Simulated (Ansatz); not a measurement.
**C4H8O3: one species, many methods**

The task here is to estimate one member of a computed series from the others.

Program: Ansatz 0.2.0, Gaussian basis. Level of theory: functionals in def2-TZVPP, the program's frozen cores in correlated methods. These are calculated values, not measurements.

Levels to be run: LDA (SPW92), PBE-D4, revPBE-D4, BLYP-D4, r2SCAN-D4, B97M-V, PBE0-D4, B3LYP-D4, r2SCANh-D4, r2SCAN0-D4, HSE06-D4, BHLYP-D4, CAM-B3LYP-D4, LC-ωPBE, ωB97X-V, ωB97M-V, B2PLYP, PBE-QIDH; CCSD(T)/def2-SVP; CCSD(T)/def2-TZVPP; MP2/def2-QZVPP; extrapolation to the limit; RPA on PBE.

## The geometry

The geometry comes from an earlier relaxation with PBE0-D4 in a triple-zeta def2 set; it is a stationary point, not always the lowest conformer.

SMILES `COC1OCCO1`, 15 atoms, charge 0, spin multiplicity 1.

Atoms are counted from 1 here; the program's logs count them from 0.

Bond lengths: C1–O2 1.408 Å, C1–H8 1.089 Å, C1–H9 1.098 Å, C1–H10 1.094 Å, O2–C3 1.391 Å, C3–O4 1.394 Å, C3–O7 1.375 Å, C3–H11 1.096 Å, O4–C5 1.420 Å, C5–C6 1.536 Å, C5–H12 1.091 Å, C5–H13 1.093 Å, C6–O7 1.420 Å, C6–H14 1.090 Å, C6–H15 1.093 Å. Angles: O2–C1–H8 107.0°, O2–C1–H9 111.1°, O2–C1–H10 111.6°, H8–C1–H9 108.8°, H8–C1–H10 109.5°, H9–C1–H10 108.7°, C1–O2–C3 113.1°, O2–C3–O4 112.0°, O2–C3–O7 108.3°, O2–C3–H11 110.9°, O4–C3–O7 107.0°, O4–C3–H11 108.3°, O7–C3–H11 110.3°, C3–O4–C5 106.5°, O4–C5–C6 104.1°, O4–C5–H12 107.9°, O4–C5–H13 110.7°, C6–C5–H12 113.2° and more.

Set-up of the first run:

The input, in.yaml:

```yaml
crystal:
  periodic: [false, false, false]
  atoms:
    - {symbol: C, position_ang: [0.466009, -1.427494, 1.735019]}
    - {symbol: O, position_ang: [-0.169650, -1.204268, 0.498149]}
    - {symbol: C, position_ang: [0.611447, -0.476472, -0.394228]}
    - {symbol: O, position_ang: [0.813469, 0.833617, 0.037234]}
    - {symbol: C, position_ang: [-0.309130, 1.581776, -0.406531]}
    - {symbol: C, position_ang: [-0.942461, 0.699076, -1.492646]}
    - {symbol: O, position_ang: [-0.056655, -0.406013, -1.594335]}
    - {symbol: H, position_ang: [-0.198704, -2.055788, 2.326337]}
    - {symbol: H, position_ang: [1.421771, -1.951093, 1.599985]}
    - {symbol: H, position_ang: [0.651459, -0.489783, 2.267894]}
    - {symbol: H, position_ang: [1.591117, -0.949354, -0.531370]}
    - {symbol: H, position_ang: [0.053881, 2.537415, -0.787962]}
    - {symbol: H, position_ang: [-1.001270, 1.765918, 0.419557]}
    - {symbol: H, position_ang: [-0.989166, 1.182115, -2.469071]}
    - {symbol: H, position_ang: [-1.942106, 0.360349, -1.208041]}
basis:
  gaussian: {orbitals: def2-TZVPP}
hamiltonian: {xc: lda}
output: {orbitals: {seedname: orbitals}}
```

The run is started by

```sh
ansatz run in.yaml --threads 2 --pin off --events-out ev --progress --plain --max-ram 22528MiB --backend cuda --devices 0, --max-vram 18GiB
```

Steps of the session up to this table: LDA; PBE-D4 (GGA); revPBE-D4 (GGA); BLYP-D4 (GGA); r2SCAN-D4 (meta-GGA); B97M-V (meta-GGA); B3LYP-D4 (hybrid); r2SCANh-D4 (hybrid); r2SCAN0-D4 (hybrid); HSE06-D4 (hybrid); BHLYP-D4 (hybrid); CAM-B3LYP-D4 (range-separated); LC-ωPBE (range-separated); ωB97X-V (range-separated); ωB97M-V (range-separated); B2PLYP (double hybrid); PBE-QIDH (double hybrid).

One of the session's tables, all rows but one given; the rest of the session is left out.

It belongs to the step «Orbital energies across the functionals». 

| functional | HOMO (eV) | LUMO (eV) | gap (eV) |
| --- | --- | --- | --- |
| LDA (SPW92) | -6.13 | 0.33 | 6.45 |
| PBE-D4 | ? | ? | ? |
| revPBE-D4 | -5.93 | 0.61 | 6.55 |
| BLYP-D4 | -5.92 | 0.51 | 6.43 |
| r2SCAN-D4 | -6.33 | 1.22 | 7.55 |
| B97M-V | -6.51 | 0.70 | 7.21 |
| PBE0-D4 | -7.64 | 1.37 | 9.00 |
| B3LYP-D4 | -7.40 | 1.01 | 8.41 |
| r2SCANh-D4 | -6.95 | 1.50 | 8.45 |
| r2SCAN0-D4 | -7.88 | 1.87 | 9.75 |
| HSE06-D4 | -7.23 | 1.00 | 8.22 |
| BHLYP-D4 | -9.26 | 1.98 | 11.23 |
| CAM-B3LYP-D4 | -9.12 | 2.13 | 11.25 |
| LC-ωPBE | -10.42 | 3.46 | 13.89 |
| ωB97X-V | -10.12 | 3.25 | 13.38 |
| ωB97M-V | -10.07 | 2.82 | 12.89 |

Estimate the missing values for PBE-D4.

**Answer.** HOMO (eV): -5.99; LUMO (eV): 0.52; gap (eV): 6.51. In the column «HOMO (eV)» it lies between LDA (SPW92) (-6.13) and revPBE-D4 (-5.93).
